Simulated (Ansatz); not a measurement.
# Si2GeH+ (triplet): the correlation ladder, cc-pVDZ

One table from this session's results is given with a row withheld; the runs are named, their logs left out.

Computed with Ansatz 0.2.0, Gaussian basis. Level: cc-pVDZ, core rule «outside noble gas», up to 24 orbitals frozen.

Plan: UHF; CCSD(T) on ROHF; CCSD(T) on UHF; BCCD(T) on ROHF; CISD as a restricted active space (open shells left free, so some higher excitations enter); CCSDT(Q) on ROHF; CCSDT(Q) on UHF; CASSCF and NEVPT2, 10 electrons in 10 orbitals.

18 further runs of the same task are left out: 9 that didn't finish, 9 set aside as unsound or not needed. Runs told in other sessions of the task aren't counted.

## The system

The geometry is a PBE0/def2-TZVP stationary point (not a proven minimum) of the parent state, kept for this charge and spin. No spin-orbit coupling is included. The filled d shell of Ge may be among the frozen orbitals whatever the setting's name suggests.

4 atoms, charge 1, spin multiplicity 3.

Atoms are counted from 1 here; the program's logs count them from 0.

Bond lengths: Ge1–Si2 2.208 Å, Ge1–Si3 2.436 Å, Si2–Si3 2.320 Å, Si2–H4 1.492 Å. Angles: Si2–Ge1–Si3 59.7°, Ge1–Si2–Si3 65.0°, Ge1–Si2–H4 166.2°, Si3–Si2–H4 128.8°, Ge1–Si3–Si2 55.3°.

Set-up of the first run:

Contents of in.yaml:

```yaml
crystal:
  periodic: [false, false, false]
  atoms:
    - {symbol: Ge, position_ang: [0.000000, -0.013103, 0.894450]}
    - {symbol: Si, position_ang: [0.000000, 1.131060, -0.994011]}
    - {symbol: Si, position_ang: [0.000000, -1.175645, -1.245854]}
    - {symbol: H, position_ang: [0.000000, 2.186645, -2.048862]}
basis:
  gaussian: {orbitals: cc-pVDZ}
total_charge: 1
magnetization: {spin_polarized: true, initial_magnetization: 2}
hamiltonian: {xc: hf}
output: {orbitals: {seedname: orbitals}}
```

The run is started by

```console
$ ansatz run in.yaml --threads 1 --pin off --events-out ev --progress --plain --max-ram 2393MiB
```

Steps of the session up to this table: UHF; CCSD(T) on ROHF; CCSD(T) on UHF; BCCD(T) on ROHF; CISD as a restricted active space (open shells left free, so some higher excitations enter); CCSDT(Q) on ROHF; CCSDT(Q) on UHF; CASSCF and NEVPT2, 10 electrons in 10 orbitals.

One table of the session follows, with a row left open; its other results are not shown here.

```
         method  from UCCSDT(Q) (kJ/mol)
           ROHF                   +748.5
            UHF                   +723.8
           RMP2                   +125.3
           UMP2                        ?
           CISD                   +130.2
          RCCSD                    +53.8
          UCCSD                    +52.3
       RCCSD(T)                     +8.8
       UCCSD(T)                     +9.0
        BCCD(T)                     +8.7
         RCCSDT                     +5.1
         UCCSDT                     +4.5
      RCCSDT(Q)                     +0.5
      UCCSDT(Q)                        0
CASSCF frontier                   +512.3
NEVPT2 frontier                   +124.3
```

**Question.** Estimate the row for UMP2.

As computed: from UCCSDT(Q) (kJ/mol): +135.7. In the column «from UCCSDT(Q) (kJ/mol)» it lies between CISD (+130.2) and CASSCF frontier (+512.3).

Caveats from the session: Restricted and unrestricted rows rest on different reference determinants; a gap between their highest levels can come from leftover correlation error, from unlike frozen cores or from another state.
